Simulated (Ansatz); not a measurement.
This script makes relaxations under a series of pressures of ZrC, space group Fm-3m with the Python package of Ansatz (0.2.0).

The script reads `zrc.extxyz`:
```text
2
Lattice="0.0 2.365 2.365 2.365 0.0 2.365 2.365 2.365 0.0" Properties=species:S:1:pos:R:3 pbc="T T T"
Zr    2.36500000    2.36500000    2.36500000
C     0.00000000    0.00000000    0.00000000
```

Script `run_compress.py`:
```python
"""Volume and enthalpy of ZrC against pressure."""

from dataclasses import dataclass

import ansatz as az
import numpy as np


@dataclass
class Settings:
    occupations: str = "fermi_dirac"
    width_ev: float = 0.1
    ecut: int = 510
    xc: str = "LDA"
    kgrid: tuple[int, ...] = (10, 10, 10)


cfg = Settings()

def edges_and_angles(cell):
    cell = np.asarray(cell)
    a, b, c = np.linalg.norm(cell, axis=1)
    cosines = cell[1] @ cell[2] / (b * c), cell[0] @ cell[2] / (a * c), cell[0] @ cell[1] / (a * b)
    return (a, b, c, *np.degrees(np.arccos(cosines)))

xtal = az.Crystal.from_extxyz("zrc.extxyz")

calculation = (
    xtal.calculation()
    .occupations(cfg.occupations, width=cfg.width_ev)
    .basis(cfg.ecut)
    .functional(cfg.xc)
    .kpoints(*cfg.kgrid)
)

# H = F + PV, with 1 GPa A^3 = 1/160.21766 eV
rows = []
for pressure in [0, 2, 4, 6, 8]:
    out = calculation.relax(cell=True, pressure=pressure, force_tolerance=0.02).run()
    cell = out.lattice.cell_ang
    n_atoms = len(out.lattice.sites)
    volume = abs(np.linalg.det(cell)) / n_atoms
    enthalpy = out.report["free_energy_ev"] / n_atoms + pressure * volume / 160.21766
    rows.append((pressure, volume, enthalpy, *edges_and_angles(cell)))
    print(f"{pressure} GPa done: {volume:.4f} A^3/atom")

print(" P (GPa)  V (A^3/atom)  H (eV/atom)     a       b       c")
for row in rows:
    print("{:8.1f} {:12.4f} {:14.5f} {:7.4f} {:7.4f} {:7.4f}".format(*row[:6]))
p, v = np.array([row[0] for row in rows], float), np.array([row[1] for row in rows])
print("mean bulk modulus between rows (GPa):", np.round(-np.diff(p) / np.diff(np.log(v)), 1))
```

Its results, one of them left out:

| P (GPa) | relaxed V (Å³/atom) |
| --- | --- |
| 0 | 12.501 |
| 2 | 12.402 |
| 4 | 12.306 |
| 6 | 12.216 |
| 8 | ? |

What volume does the cell relax to at 8 GPa?

Murnaghan's form V = V0 (1 + B' P / B0)^(-1/B') through the 4 rows shown gives V0 = 12.502 Å³, B0 = 244.5 GPa and B' = 5.20, and so 12.129 Å³ an atom at 8 GPa. The run gave 12.128 Å³, 0.01 % away.

Reading the output:
- Spin is left out of this run.
- At a fixed pressure a relaxation lowers the enthalpy F + PV, while F alone can rise.
- For a metal this k-point mesh is coarse: on a finer one energies can move by several to tens of meV an atom and pressures by half a GPa or more, differences at one mesh by less.
- Of the deposited cell: the entry's cell lengths or inner coordinates differ somewhat from later room-temperature determinations.
- The starting cell is as deposited in a crystallographic database; the results hold for this polymorph, which needn't be the stable one.
- Symmetry holds the cell in this phase, whether or not it is the stable one at each pressure.
- Hardware and time: 28 s on 1 thread of Arm Neoverse V2, with other jobs on the host, peak memory 0.38 GiB.
